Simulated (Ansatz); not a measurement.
# Al₃H₃OS: one species, many methods

The task here is to estimate one member of a computed series from the others.

The runs use Ansatz 0.2.0, Gaussian basis; functionals in def2-TZVPP, the program's frozen cores in correlated methods.

Plan: LDA (SPW92), PBE-D4, revPBE-D4, BLYP-D4, r2SCAN-D4, B97M-V, PBE0-D4, B3LYP-D4, r2SCANh-D4, r2SCAN0-D4, HSE06-D4, BHLYP-D4, CAM-B3LYP-D4, LC-ωPBE, ωB97X-V, ωB97M-V, B2PLYP, PBE-QIDH; CCSD(T)/def2-SVP; CCSD(T)/def2-TZVPP; MP2/def2-QZVPP; extrapolation to the limit; RPA on PBE.

## The geometry

All runs share one geometry, relaxed beforehand with PBE0-D4 in a triple-zeta def2 set.

SMILES `[OH][AlH][Al]1[AlH][S]1`, 8 atoms, charge 0, spin multiplicity 1.

Atoms are counted from 1 here; the program's logs count them from 0.

Bond lengths: O1–Al2 1.698 Å, O1–H6 0.955 Å, Al2–Al3 2.588 Å, Al2–H7 1.585 Å, Al3–Al4 2.410 Å, Al3–S5 2.235 Å, Al4–S5 2.208 Å, Al4–H8 1.582 Å. Angles: Al2–O1–H6 124.6°, O1–Al2–Al3 120.0°, O1–Al2–H7 114.9°, Al3–Al2–H7 125.1°, Al2–Al3–Al4 176.1°, Al2–Al3–S5 127.3°, Al4–Al3–S5 56.6°, Al3–Al4–S5 57.7°, Al3–Al4–H8 175.0°, S5–Al4–H8 127.3°, Al3–S5–Al4 65.7°.

Coordinates:

```tsv
atom	x (Å)	y (Å)	z (Å)
O1	0.0842	2.9125	0.8830
Al2	0.4608	1.9144	-0.4385
Al3	-0.1242	-0.6054	-0.3640
Al4	-0.8115	-2.9158	-0.3682
S5	1.0306	-2.2344	0.6401
H6	-0.2960	2.6050	1.7037
H7	1.1216	2.6599	-1.6707
H8	-1.3733	-4.3932	-0.4414
```

The first run:

Contents of in.yaml:

```yaml
crystal:
  periodic: [false, false, false]
  atoms:
    - {symbol: O, position_ang: [0.084242, 2.912472, 0.883029]}
    - {symbol: Al, position_ang: [0.460761, 1.914388, -0.438496]}
    - {symbol: Al, position_ang: [-0.124237, -0.605363, -0.364018]}
    - {symbol: Al, position_ang: [-0.811504, -2.915795, -0.368175]}
    - {symbol: S, position_ang: [1.030583, -2.234423, 0.640144]}
    - {symbol: H, position_ang: [-0.296028, 2.604967, 1.703723]}
    - {symbol: H, position_ang: [1.121587, 2.659852, -1.670672]}
    - {symbol: H, position_ang: [-1.373304, -4.393197, -0.441437]}
basis:
  gaussian: {orbitals: def2-TZVPP}
hamiltonian: {xc: lda}
output: {orbitals: {seedname: orbitals}}
```

Command:

```bash
$ ansatz run in.yaml --threads 2 --pin off --events-out ev --progress --plain --max-ram 4352MiB
```

Among the steps run: LDA; PBE-D4 (GGA); revPBE-D4 (GGA); BLYP-D4 (GGA); r2SCAN-D4 (meta-GGA); B97M-V (meta-GGA); PBE0-D4 (hybrid); B3LYP-D4 (hybrid); r2SCANh-D4 (hybrid); r2SCAN0-D4 (hybrid); HSE06-D4 (hybrid); BHLYP-D4 (hybrid); CAM-B3LYP-D4 (range-separated); LC-ωPBE (range-separated); ωB97X-V (range-separated); ωB97M-V (range-separated); B2PLYP (double hybrid); PBE-QIDH (double hybrid).

One of the session's tables, all rows but one given; the rest of the session is left out.

It belongs to the step «Orbital energies across the functionals». 

| functional | HOMO (eV) | LUMO (eV) | gap (eV) |
| --- | --- | --- | --- |
| LDA (SPW92) | -5.10 | -3.19 | 1.91 |
| PBE-D4 | -4.99 | -3.02 | 1.97 |
| revPBE-D4 | -4.95 | -2.94 | 2.00 |
| BLYP-D4 | -4.81 | -2.81 | 2.00 |
| r2SCAN-D4 | -5.16 | -2.92 | 2.24 |
| B97M-V | -5.15 | -2.97 | 2.18 |
| PBE0-D4 | -5.86 | -2.33 | 3.53 |
| B3LYP-D4 | -5.67 | -2.43 | 3.24 |
| r2SCANh-D4 | -5.48 | -2.67 | 2.81 |
| r2SCAN0-D4 | -5.96 | -2.29 | 3.67 |
| HSE06-D4 | ? | ? | ? |
| BHLYP-D4 | -6.60 | -1.50 | 5.10 |
| CAM-B3LYP-D4 | -6.94 | -1.30 | 5.64 |
| LC-ωPBE | -8.13 | -0.41 | 7.72 |
| ωB97X-V | -7.86 | -0.45 | 7.40 |
| ωB97M-V | -7.59 | -0.62 | 6.98 |

Estimate the missing values for HSE06-D4.

**Answer.** HOMO (eV): -5.48; LUMO (eV): -2.70; gap (eV): 2.78.
